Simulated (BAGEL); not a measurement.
**B3LYP/aug-cc-pVDZ (density fitting with qzvpp-jkfit) run of [BF4]− (tetrafluoroborate)**

Aim: the energy change on altering one bond length of [BF4]− (tetrafluoroborate) at B3LYP/aug-cc-pVDZ (density fitting with qzvpp-jkfit), from 2 runs. 

The results are computed with BAGEL 1.2.2.

2 further runs of the same task are left out: 2 that didn't finish. Runs told in other sessions of the task aren't counted.

## (1) Starting point

[BF4]− has 5 atoms, charge -1, and is taken as a singlet. SMILES: `F[B-](F)(F)F`. The coordinates come from a PBE0-D4/def2-TZVPD relaxation.

Bond lengths: F1–B2 1.406 Å, B2–F3 1.406 Å, B2–F4 1.406 Å, B2–F5 1.406 Å. Angles: F1–B2–F3 109.5°, F1–B2–F4 109.5°, F1–B2–F5 109.5°, F3–B2–F4 109.5°, F3–B2–F5 109.5°, F4–B2–F5 109.5°.

## (2) The energy at B3LYP/aug-cc-pVDZ (density fitting with qzvpp-jkfit)

Input file job.json:

```json
{ "bagel" : [

{
  "title" : "molecule",
  "basis" : "aug-cc-pvdz.json",
  "df_basis" : "qzvpp-jkfit",
  "angstrom" : "true",
  "geometry" : [
    { "atom" : "F", "xyz" : [      -0.057100,      -0.040200,       1.404000 ] },
    { "atom" : "B", "xyz" : [       0.000000,       0.000000,       0.000100 ] },
    { "atom" : "F", "xyz" : [       0.948900,      -0.931000,      -0.457200 ] },
    { "atom" : "F", "xyz" : [      -1.262500,      -0.319100,      -0.529700 ] },
    { "atom" : "F", "xyz" : [       0.370700,       1.290300,      -0.417200 ] }
  ]
},

{
  "title" : "ks",
  "xc_func" : "b3lyp",
  "charge" : -1
},

{
  "title" : "print",
  "file" : "orbitals.molden",
  "orbitals" : "true"
}

]}
```

The basis set aug-cc-pVDZ is read from a file made from the Basis Set Exchange's data (not shown).

Launch:

```sh
$ BAGEL_NUM_THREADS=1 BAGEL job.json > job.out
```

The program printed:

```text
* using 1 threads per process

  ===============================================================
  ===============================================================

  *** Geometry ***

  { "atom" : "F", "xyz" : [     -0.107903,     -0.075967,      2.653175 ] },
  { "atom" : "B", "xyz" : [      0.000000,      0.000000,      0.000189 ] },
  { "atom" : "F", "xyz" : [      1.793161,     -1.759335,     -0.863983 ] },
  { "atom" : "F", "xyz" : [     -2.385779,     -0.603012,     -1.000988 ] },
  { "atom" : "F", "xyz" : [      0.700521,      2.438314,     -0.788394 ] },

  Number of auxiliary basis functions:      383

  Since a DF basis is specified, we compute 2- and 3-index integrals:
    o Being stored without compression. Storage requirement is 0.041 GB

  Number of basis functions:      115
  Number of electrons      :       41

    * METHOD: MOLECULE                             0.13

  *** Kohn-Sham DFT ***

    * Removing 8749 points whose weight is below 1.00e-10
    * Grid points: 65781

  === Nuclear Repulsion ===
   179.7866690649

       - DIIS with orbital gradients will be used.

  === KS iteration (b3lyp / aug-cc-pvdz.json) ===
      0       -397.54168888          0.09540491           0.27
      1       -367.56181794          0.18611849           0.27
      2       -407.57822804          0.08412290           0.27
      3       -421.74228275          0.06423347           0.27
      4       -424.44364319          0.01187100           0.27
      5       -424.55634913          0.00608763           0.27
      6       -424.58087623          0.00315510           0.27
      7       -424.58931429          0.00052376           0.27
      8       -424.58952204          0.00021129           0.27
      9       -424.58956092          0.00002048           0.28
     10       -424.58956117          0.00000184           0.28
     11       -424.58956117          0.00000012           0.28
     12       -424.58956117          0.00000003           0.28
     13       -424.58956117          0.00000003           0.28
     14       -424.58956117          0.00000001           0.29
    * SCF iteration converged.

    * Permanent dipole moment:
           (   -0.000012,     0.000066,    -0.000520) a.u.

    * METHOD: KS                                   4.43

    * METHOD: PRINT                                0.01

  ===============================================================
```

It took 4.8 s on 1 thread of Intel Xeon 6975P-C (Granite Rapids), shared host; peak memory 0.37 GiB.

## (3) The distorted shape, same level

Input file input.json:

```json
{ "bagel" : [

{
  "title" : "molecule",
  "basis" : "aug-cc-pvdz.json",
  "df_basis" : "qzvpp-jkfit",
  "angstrom" : true,
  "geometry" : [
    { "atom" : "F", "xyz" : [      -0.085652,      -0.060301,       2.105996 ] },
    { "atom" : "B", "xyz" : [       0.000000,       0.000000,       0.000100 ] },
    { "atom" : "F", "xyz" : [       0.948900,      -0.931000,      -0.457200 ] },
    { "atom" : "F", "xyz" : [      -1.262500,      -0.319100,      -0.529700 ] },
    { "atom" : "F", "xyz" : [       0.370700,       1.290300,      -0.417200 ] }
  ]
},

{
  "title" : "ks",
  "xc_func" : "b3lyp",
  "charge" : -1
},

{
  "title" : "print",
  "file" : "orbitals.molden",
  "orbitals" : true
}

]}
```

The basis set aug-cc-pVDZ is read from a file made from the Basis Set Exchange's data (not shown).

Launch:

```sh
$ BAGEL_NUM_THREADS=1 BAGEL input.json > input.out
```

The program printed:

```text
* using 1 threads per process

  ===============================================================
  ===============================================================

  *** Geometry ***

  { "atom" : "F", "xyz" : [     -0.161859,     -0.113952,      3.979756 ] },
  { "atom" : "B", "xyz" : [      0.000000,      0.000000,      0.000189 ] },
  { "atom" : "F", "xyz" : [      1.793161,     -1.759335,     -0.863983 ] },
  { "atom" : "F", "xyz" : [     -2.385779,     -0.603012,     -1.000988 ] },
  { "atom" : "F", "xyz" : [      0.700521,      2.438314,     -0.788394 ] },

  Number of auxiliary basis functions:      383

  Since a DF basis is specified, we compute 2- and 3-index integrals:
    o Being stored without compression. Storage requirement is 0.041 GB

  Number of basis functions:      115
  Number of electrons      :       41

    * METHOD: MOLECULE                             0.13

  *** Kohn-Sham DFT ***

    * Removing 7914 points whose weight is below 1.00e-10
    * Grid points: 66616

  === Nuclear Repulsion ===
   162.4951898607

       - DIIS with orbital gradients will be used.

  === KS iteration (b3lyp / aug-cc-pvdz.json) ===
      0       -398.13299675          0.09044879           0.28
      1       -363.13953110          0.22121347           0.28
      2       -376.69863009          0.12091714           0.27
      3       -298.95195922          0.25336661           0.27
      4       -390.55967130          0.21310542           0.28
      5       -391.95312647          0.20540010           0.32
      6       -396.68183130          0.18003800           0.28
      7       -382.55038363          0.18812044           0.28
      8       -381.50199655          0.11415171           0.28
      9       -399.75758284          0.16662522           0.28
     10       -388.78545118          0.21684283           0.28
     11       -390.92513528          0.18981988           0.28
     12       -401.92026743          0.14720809           0.28
     13       -405.55898237          0.14388181           0.28
     14       -385.09675917          0.11279618           0.28
     15       -418.45477262          0.07688895           0.28
     16       -410.69550223          0.13104431           0.28
     17       -416.31248613          0.10921147           0.28
     18       -415.74868994          0.11304891           0.28
     19       -420.12606209          0.06681754           0.27
     20       -396.93253861          0.15433988           0.28
     21       -424.00910638          0.02269437           0.28
     22       -424.17334894          0.02189077           0.28
     23       -424.50996333          0.00327332           0.28
     24       -424.51763113          0.00164046           0.28
     25       -424.51995956          0.00028416           0.28
     26       -424.52000704          0.00013743           0.31
     27       -424.52002279          0.00002509           0.32
     28       -424.52002314          0.00000976           0.32
     29       -424.52002320          0.00000126           0.32
     30       -424.52002320          0.00000144           0.32
     31       -424.52002320          0.00000024           0.33
     32       -424.52002320          0.00000008           0.32
     33       -424.52002320          0.00000001           0.32
     34       -424.52002320          0.00000001           0.32
    * SCF iteration converged.

    * Permanent dipole moment:
           (   -0.053926,    -0.037886,     1.325097) a.u.

    * METHOD: KS                                  10.52

    * METHOD: PRINT                                0.02

  ===============================================================
```

Run time: 11 s. Hardware: 1 thread of Intel Xeon 6975P-C (Granite Rapids), shared host; peak memory 0.37 GiB.

## (4) Results

Level: B3LYP/aug-cc-pVDZ (density fitting with qzvpp-jkfit).

| quantity | value |
| --- | --- |
| first shape: total energy | -424.58956 Eh |
| first shape: HOMO energy | -4.46 eV |
| first shape: LUMO energy | 4.18 eV |
| first shape: HOMO–LUMO gap (to an unbound level, set by the basis) | 8.64 eV |
| distorted shape: total energy | -424.52002 Eh |
| distorted shape: HOMO energy | -3.20 eV |
| distorted shape: LUMO energy | 3.74 eV |
| distorted shape: HOMO–LUMO gap (to an unbound level, set by the basis) | 6.94 eV |
| energy change with the F1–B2 bond stretched from 1.406 to 2.108 Å | 1.892 eV |

**Reading.** With the F1–B2 bond stretched from 1.406 to 2.108 Å the energy rises by 1.89 eV (44 kcal/mol). The first shape isn't relaxed at this level, so the change isn't measured from a minimum.
